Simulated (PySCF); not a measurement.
**Tl(NH2)3(H2O): a change of charge**

How does Tl(NH2)3(H2O) respond at fixed geometry? The runs cover a change of charge. It is a constructed species; whether it can be made isn't addressed.

Computed with PySCF 2.14.0. Level: PBE0, Tl def2-SVP with ECP60, N def2-SVP, H def2-SVP, O def2-SVP; scalar-relativistic core potentials, no spin–orbit coupling.

1 further run of the same task is left out (for a known fault of the program).

**1. Starting geometry**

13 atoms, charge 0, spin multiplicity 1.

Bond lengths: Tl1–N2 2.129 Å, Tl1–N5 2.129 Å, Tl1–N8 2.197 Å, Tl1–O11 2.522 Å, N2–H3 1.022 Å, N2–H4 1.022 Å, N5–H6 1.022 Å, N5–H7 1.022 Å, N8–H9 1.021 Å, N8–H10 1.021 Å, O11–H12 0.959 Å, O11–H13 0.991 Å. Angles: N2–Tl1–N5 129.6°, N2–Tl1–N8 115.2°, N2–Tl1–O11 99.1°, N5–Tl1–N8 115.2°, N5–Tl1–O11 99.1°, N8–Tl1–O11 66.4°, Tl1–N2–H3 107.7°, Tl1–N2–H4 108.9°, H3–N2–H4 105.5°, Tl1–N5–H6 108.9°, Tl1–N5–H7 107.7°, H6–N5–H7 105.5°, Tl1–N8–H9 111.1°, Tl1–N8–H10 111.1°, H9–N8–H10 105.8°, Tl1–O11–H12 167.3°, Tl1–O11–H13 81.1°, H12–O11–H13 111.6°.

Coordinates:

```xyz
13

Tl    0.07514   -0.07514    0.51759
N     1.13302    1.59068    1.31547
H     2.10215    1.52246    0.99941
H     1.17072    1.50339    2.33259
N    -1.59068   -1.13302    1.31547
H    -1.50339   -1.17072    2.33259
H    -1.52246   -2.10215    0.99941
N     0.77246   -0.77246   -1.44615
H     0.62522   -1.77687   -1.55240
H     1.77687   -0.62522   -1.55240
O    -1.06575    1.06575   -1.42087
H    -1.60362    1.60362   -2.00521
H    -0.46440    0.46440   -1.93013
```

Formal oxidation states: Tl +3. An earlier session relaxed this geometry at PBE0, Tl def2-SVP with ECP60, N def2-SVP, H def2-SVP, O def2-SVP (singlet, point group Cs). Its vibrations showed it to be a saddle point, relaxed within its symmetry.

Its energy there is -416.292701 Eh.

**2. One electron removed, multiplicity 2**

run.py (the lines that set the calculation) reads:

```python
mol = gto.M(atom='''
Tl     0.07514    -0.07514     0.51759
N      1.13302     1.59068     1.31547
H      2.10215     1.52246     0.99941
H      1.17072     1.50339     2.33259
N     -1.59068    -1.13302     1.31547
H     -1.50339    -1.17072     2.33259
H     -1.52246    -2.10215     0.99941
N      0.77246    -0.77246    -1.44615
H      0.62522    -1.77687    -1.55240
H      1.77687    -0.62522    -1.55240
O     -1.06575     1.06575    -1.42087
H     -1.60362     1.60362    -2.00521
H     -0.46440     0.46440    -1.93013''',
    basis={'Tl': 'def2-SVP', 'N': 'def2-SVP', 'H': 'def2-SVP', 'O': 'def2-SVP'},
    ecp={'Tl': 'def2-SVP'},
    charge=1, spin=1)
mf = dft.UKS(mol, xc='PBE0')
mf.grids.atom_grid = (50, 194)
mf = mf.density_fit()  # fitting sets: Tl def2-universal-JKFIT, N def2-universal-JKFIT, H def2-universal-JKFIT, O def2-universal-JKFIT
mf.conv_tol = 1e-08; mf.max_cycle = 55
mf.kernel(dm0)  # dm0: the density of the relaxed state
```

Launch:

```sh
$ OMP_NUM_THREADS=2 python run.py
```

The program printed:

```text
init E= -416.2979052748
  HOMO = -0.234694623015  LUMO = -0.231762155343  gap/eV = 0.07980
cycle= 1 E= -415.931544165662  delta_E= 0.366  |g|= 0.289  |ddm|= 0.653
  HOMO = -0.414278269287  LUMO = -0.409521439731  gap/eV = 0.12944
cycle= 2 E= -415.497388067564  delta_E= 0.434  |g|= 0.909  |ddm|= 1.21
  HOMO = -0.45114051597  LUMO = -0.41318244929  gap/eV = 1.03289
cycle= 3 E= -415.951517478352  delta_E= -0.454  |g|= 0.255  |ddm|=  1.1
  HOMO = -0.413230003542  LUMO = -0.395686237688  gap/eV = 0.47739
cycle= 4 E= -415.982388160172  delta_E= -0.0309  |g|= 0.0686  |ddm|= 0.19
  HOMO = -0.410112885382  LUMO = -0.381827159278  gap/eV = 0.76969
cycle= 5 E= -415.986004683134  delta_E= -0.00362  |g|= 0.0285  |ddm|= 0.108
  HOMO = -0.413035736388  LUMO = -0.377863829171  gap/eV = 0.95708
cycle= 6 E= -415.986709778391  delta_E= -0.000705  |g|= 0.0126  |ddm|= 0.0556
  HOMO = -0.415807516706  LUMO = -0.375570613753  gap/eV = 1.09490
cycle= 7 E= -415.986940660552  delta_E= -0.000231  |g|= 0.00774  |ddm|= 0.0336
  HOMO = -0.416827869997  LUMO = -0.374345145917  gap/eV = 1.15601
cycle= 8 E= -415.987046766772  delta_E= -0.000106  |g|= 0.00424  |ddm|= 0.0241
  HOMO = -0.417671762749  LUMO = -0.373535602314  gap/eV = 1.20101
cycle= 9 E= -415.987104479219  delta_E= -5.77e-05  |g|= 0.00132  |ddm|= 0.0262
  HOMO = -0.418433362478  LUMO = -0.373158029851  gap/eV = 1.23200
cycle= 10 E= -415.987114099406  delta_E= -9.62e-06  |g|= 0.000531  |ddm|= 0.0131
  HOMO = -0.418669145979  LUMO = -0.373095657624  gap/eV = 1.24012
cycle= 11 E= -415.98711464034  delta_E= -5.41e-07  |g|= 0.000118  |ddm|= 0.00282
  HOMO = -0.418695121144  LUMO = -0.373081855068  gap/eV = 1.24120
cycle= 12 E= -415.987114659964  delta_E= -1.96e-08  |g|= 2.86e-05  |ddm|= 0.000465
  HOMO = -0.418695683548  LUMO = -0.37308408549  gap/eV = 1.24115
cycle= 13 E= -415.987114660797  delta_E= -8.33e-10  |g|= 9.34e-06  |ddm|= 5.91e-05
  HOMO = -0.418693392152  LUMO = -0.373085215695  gap/eV = 1.24106
Extra cycle  E= -415.987114660805  delta_E= -7.73e-12  |g|= 1.43e-05  |ddm|= 2.77e-05
converged SCF energy = -415.987114660805  <S^2> = 0.84199139  2S+1 = 2.0899678
```

Run time: 7.6 s. Hardware: 2 threads of Arm Neoverse V1, shared host.

It gives: E = -415.987115 Eh (+8.315 eV from the relaxed state), HOMO -11.39 eV, LUMO -10.15 eV (over both spins), ⟨S²⟩ = 0.842, Mulliken charge on Tl1 +0.63 e. 

**3. The states side by side**

| state | energy from the relaxed state (eV) | ⟨S²⟩ | time |
| --- | --- | --- | --- |
| charge 0, singlet, vacuum (relaxed) | 0 | 0.00 |  |
| charge +1, doublet, vacuum | 8.32 | 0.84 | 7.6 s |

An electron taken off or put on is at rest in vacuum. 

Removing an electron vertically costs 8.32 eV (doublet), against −HOMO = 6.45 eV. These are double-zeta-type bases without diffuse functions. Spin–orbit coupling is left out.
